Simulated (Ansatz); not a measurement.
# C3H8AlBO: the cost of one run

Computed with Ansatz 0.2.0, Gaussian basis. Level: functionals in def2-TZVPP, the program's frozen cores in correlated methods.

Plan: PBE-D4, r2SCAN-D4, PBE0-D4, B3LYP-D4, ωB97X-V, ωB97M-V, B2PLYP; CCSD(T)/def2-TZVPP; MP2/def2-QZVPP; extrapolation to the limit.

### Step 1. Structure used throughout

An earlier PBE0-D4 in a triple-zeta def2 set relaxation fixed the geometry.

14 atoms, charge 0, spin multiplicity 1.

Atoms are counted from 1 here; the program's logs count them from 0.

Bond lengths: B1–O2 1.353 Å, B1–H7 1.193 Å, B1–H8 1.195 Å, O2–C3 1.527 Å, O2–Al6 1.962 Å, C3–C4 1.482 Å, C3–H9 1.098 Å, C3–H10 1.090 Å, C4–C5 1.552 Å, C4–Al6 1.951 Å, C4–H11 1.085 Å, C5–Al6 1.924 Å, C5–H12 1.094 Å, C5–H13 1.090 Å, Al6–H14 1.575 Å. Angles: O2–B1–H7 116.6°, O2–B1–H8 118.8°, H7–B1–H8 124.6°, B1–O2–C3 124.3°, B1–O2–Al6 145.0°, C3–O2–Al6 90.6°, O2–C3–C4 102.9°, O2–C3–H9 103.2°, O2–C3–H10 106.6°, C4–C3–H9 117.6°, C4–C3–H10 114.3°, H9–C3–H10 110.6°, C3–C4–C5 110.7°, C3–C4–Al6 92.5°, C3–C4–H11 115.3°, C5–C4–Al6 65.5°, C5–C4–H11 120.9°, Al6–C4–H11 142.2° and more.

### Step 2. PBE-D4 (GGA)

Contents of in.yaml:

```yaml
crystal:
  periodic: [false, false, false]
  atoms:
    - {symbol: B, position_ang: [0.433419, -2.231796, 0.526184]}
    - {symbol: O, position_ang: [0.003799, -0.969110, 0.297231]}
    - {symbol: C, position_ang: [0.192975, -0.221678, -1.020585]}
    - {symbol: C, position_ang: [-0.476227, 1.075430, -0.765488]}
    - {symbol: C, position_ang: [0.254365, 1.857582, 0.357753]}
    - {symbol: Al, position_ang: [-0.982864, 0.553421, 1.044530]}
    - {symbol: H, position_ang: [0.166681, -2.703105, 1.589490]}
    - {symbol: H, position_ang: [1.034793, -2.799970, -0.335550]}
    - {symbol: H, position_ang: [1.283557, -0.214363, -1.151196]}
    - {symbol: H, position_ang: [-0.281797, -0.826409, -1.792571]}
    - {symbol: H, position_ang: [-0.850605, 1.584896, -1.646930]}
    - {symbol: H, position_ang: [1.347676, 1.830185, 0.348414]}
    - {symbol: H, position_ang: [-0.101656, 2.885161, 0.433781]}
    - {symbol: H, position_ang: [-2.036817, 0.150756, 2.143837]}
basis:
  gaussian: {orbitals: def2-TZVPP}
hamiltonian: {xc: pbe, dispersion: d4}
output: {forces: true, orbitals: {seedname: orbitals}}
```

Started as:

```bash
$ ansatz run in.yaml --threads 4 --pin off --events-out ev --progress --plain --max-ram 10444MiB
```

Q: Estimate wall time and peak memory on 4 threads of Intel Xeon Platinum 8375C at 2.90GHz, shared host.

About 3.1 s, with a peak of 0.48 GiB.
